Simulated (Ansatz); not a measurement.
**LaNiBN: a single-point run**

Aim: a sound single-point run of LaNiBN. The structure is shown as the input types it.

Method: DFT PBEsol, scalar-relativistic, plane waves, PAW; settings changed (as first typed), in Ansatz 0.2.0.

2 further runs of the same task are left out: 2 set aside as unsound or not needed. Runs told in other sessions of the task aren't counted.

## Step 1: Starting point

Symmetry: P4/nmm, No. 129, tetragonal system. The conventional cell has a = 3.713 Å, b = 3.713 Å, c = 7.330 Å, α = 90.00°, β = 90.00°, γ = 90.00°. Around La (site symmetry 4mm) lie 5 N at 2.50 to 2.63 Å. Ni (site symmetry -4m2) is surrounded by 4 B at 2.11 Å. B (site symmetry 4mm) is surrounded by 1 N at 1.45 Å and 4 Ni at 2.11 Å. N (site symmetry 4mm) has 1 B at 1.45 Å in its first shell of neighbours.

As a file:

```cif
data_structure
_symmetry_space_group_name_H-M 'P4/nmm:1'
_symmetry_Int_Tables_number 129
_cell_length_a 3.7135
_cell_length_b 3.7135
_cell_length_c 7.3304
_cell_angle_alpha 90.000
_cell_angle_beta 90.000
_cell_angle_gamma 90.000
_cell_volume 101.08
loop_
_atom_site_label
_atom_site_type_symbol
_atom_site_symmetry_multiplicity
_atom_site_Wyckoff_symbol
_atom_site_fract_x
_atom_site_fract_y
_atom_site_fract_z
_atom_site_occupancy
La1 La 2 c 0.00000 0.50000 0.17698 1
Ni1 Ni 2 b 0.50000 0.50000 0.50000 1
B1 B 2 c 0.50000 0.00000 0.36189 1
N1 N 2 c 0.50000 0.00000 0.16447 1
```

## Step 2: Input and run

Input file input.yaml:

```yaml
crystal:
  lattice:
    - [3.7134605946, -3.7134605946, 0.0]
    - [3.7134605946, 3.7134605946, 0.0]
    - [0.0, 0.0, 7.3303563221]
  atoms:
    - { symbol: La, position: [0.25, 0.25, 0.176984452] }
    - { symbol: La, position: [0.75, 0.75, 0.176984452] }
    - { symbol: La, position: [0.25, 0.75, 0.823015548] }
    - { symbol: La, position: [0.75, 0.25, 0.823015548] }
    - { symbol: Ni, position: [0.0, 0.0, 0.5] }
    - { symbol: Ni, position: [0.5, 0.5, 0.5] }
    - { symbol: Ni, position: [0.0, 0.5, 0.5] }
    - { symbol: Ni, position: [0.5, 0.0, 0.5] }
    - { symbol: B, position: [0.75, 0.25, 0.3618928512] }
    - { symbol: B, position: [0.25, 0.75, 0.3618928512] }
    - { symbol: B, position: [0.25, 0.25, 0.6381071488] }
    - { symbol: B, position: [0.75, 0.75, 0.6381071488] }
    - { symbol: "N", position: [0.25, 0.75, 0.164469891] }
    - { symbol: "N", position: [0.75, 0.25, 0.164469891] }
    - { symbol: "N", position: [0.75, 0.75, 0.835530109] }
    - { symbol: "N", position: [0.25, 0.25, 0.835530109] }
basis:
  ecutwfc: 420
  xc_grid: 2
  ecutrho_ratio: 1
kpoints:
  mp_grid: { grid: [4, 4, 3], shift: [0.5, 0.5, 0.0] }
hamiltonian:
  xc: pbesol
scf:
  occupations: { method: gaussian, width: 0.05 }
  max_iter: 75
output:
  forces: true
  eigenvalues: true
  stress: true
```

The run is started by

```
> ansatz run input.yaml --threads 8 --pin off --max-ram 14336MiB --backend cpu --events-out ev --progress --plain --runs-dir out
```

Q: Will this input give a usable result? If not, why, and what should change?

This run ends as converged, with warnings (cutoff below recommended). It gives a pressure of 16 GPa, which is large; a structure far from rest gives such values too, whatever the setting.

Look at the input: basis.ecutrho_ratio is 1. The density grid can't hold the products of the orbitals.

Run again and compare: delete basis.ecutrho_ratio (the default then holds).
